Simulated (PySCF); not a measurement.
# LiSb: from the state search to spectroscopic constants

Aim: find the lowest electronic state of LiSb, scan its bond at several levels of theory, and get bond length, wavenumber and dissociation energy from each curve.

Computed with PySCF 2.14.0. Level: Li aug-cc-pVDZ, Sb aug-cc-pVDZ-PP with ECP28, scalar-relativistic core potentials.

1 further run of the same task is left out (it didn't finish).

## 1. The job

A driver script around PySCF takes these settings:

- atoms: Li, Sb
- charge: 0
- basis: Li aug-cc-pVDZ, Sb aug-cc-pVDZ-PP with ECP28
- Hamiltonian: scalar-relativistic core potentials
- basis functions: 55
- electrons treated: 26
- masses in u: 7.0160, 120.9038
- levels: PBE0, PBE, r²SCAN, BP86, TPSS, PBEsol, LC-ωPBE, HF, MP2, SCS-MP2
- grid: 80 radial by 434 angular points
- occupations: held fixed by the projection of orbital angular momentum
- dissociation limit: Li + Sb, each in its ground configuration
- starting distance in angstrom: 2.650
- values of 2S to try: 0, 2, 4

Command:

```bash
> OMP_NUM_THREADS=1 python dia.py task.json out
```

Further steps of the session: The PBE0 curve of the state that the search chose; Excited determinants; PBE; r²SCAN (meta-GGA); BP86 (GGA); TPSS (meta-GGA); PBEsol (GGA); LC-ωPBE (range-separated hybrid); UHF (mean field).

Before running it: what results should come out? Wanted: for each run, Re; ωe; De; μ.

The runs gave:

Lowest PBE0 solution found, without spin–orbit coupling: ³Σ⁻ (triplet), unpaired electrons π ↑↑. State 2 has its PBE0 minimum 0.30 eV higher, as a spin-mixed determinant (⟨S²⟩ = 1.01), so this is no gap between pure states. State 3 has its PBE0 minimum 0.80 eV higher. State 4 has its PBE0 minimum 1.10 eV higher, as a spin-mixed determinant (⟨S²⟩ = 1.01), so this is no gap between pure states. The other levels ran on the lowest alone.

```
      level  Re (Å)  ωe (cm⁻¹)  De (eV)  μ (D)
        UHF   2.657        392     0.60  -7.19
    UHF-MP2   2.647        384     1.20    n/a
UHF-SCS-MP2   2.651        379     1.21    n/a
        PBE   2.640        382     1.58  -5.97
     PBEsol   2.629        386     1.67  -6.09
       BP86   2.643        381     1.65  -6.18
       TPSS   2.642        384     1.62  -6.19
     r²SCAN   2.635        391     1.57  -6.54
       PBE0   2.624        396     1.52  -6.41
    LC-ωPBE   2.598        418     1.48  -6.95
```

De is counted to Li + Sb in their ground configurations. A positive dipole means Li(−)Sb(+).

In words: The methods spread over 0.059 Å in bond length, from LC-ωPBE to UHF. Among the levels with a De in the table, it runs from 0.60 eV (UHF) to 1.67 eV (PBEsol).

Correlated steps freeze 4 core orbitals. Spin–orbit coupling is left out, which matters for elements this heavy, above all for dissociation energies. With spin–orbit coupling the term label itself may not hold.
